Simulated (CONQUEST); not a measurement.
The system is HfMoC2.

```xyz
4
Lattice="3.1914 0.0000 0.0000 0.0000 3.1914 0.0000 0.0000 0.0000 4.4852" Properties=species:S:1:pos:R:3 pbc="T T T"
Hf    0.0000    0.0000    0.0000
Mo    1.5957    1.5957    2.2426
C     1.5957    1.5957    0.0000
C     0.0000    0.0000    2.2426
```

The cell comes from a database or a generator and needn't be the stable form of this composition.

| Quantity | Value |
| --- | --- |
| Program | CONQUEST 1.3 |
| Task | single point |
| Functional | PBEsol |
| Potentials or basis | PseudoDojo NC PBEsol, DZP, grid cutoff 120 Ha |
| k mesh | 8 × 8 × 6 |
| Occupations | fermi-dirac, width 0.05 eV |
| Spin | no spin polarisation |

On this cell: pressure -6.1 GPa; largest force under 0.003 eV/Å; band gap on the k mesh none (metal or under the smearing width).

The same run follows on a disturbed copy (atoms moved at random, drawn with an rms of 0.05 Å):

```xyz
4
Lattice="3.1914 0.0000 0.0000 0.0000 3.1914 0.0000 0.0000 0.0000 4.4852" Properties=species:S:1:pos:R:3 pbc="T T T"
Hf    0.0038    3.1636    0.0421
Mo    1.5907    1.6183    2.2180
C     1.5231    1.5645    4.4397
C     3.1712    0.0362    2.2603
```

What does the disturbed cell give?

The energy (extrapolated to zero smearing) moves by +24.9 meV/atom; pressure -5.2 GPa; largest force 1.381 eV/Å; band gap on the k mesh none (metal or under the smearing width).

Forces in eV/Å, atoms in the order of the input:
```
Hf  -0.907  0.309 -0.995
Mo  -0.160 -0.304  0.591
C    1.070  0.266  0.537
C   -0.016 -0.245 -0.094
```

Stress tensor (GPa, compression positive):
```
-4.06  0.00 -0.09
 0.00 -4.02 -0.16
-0.09 -0.16 -7.54
```

Caveats: the basis of atomic orbitals isn't converged, which shifts pressures, moduli and gaps.
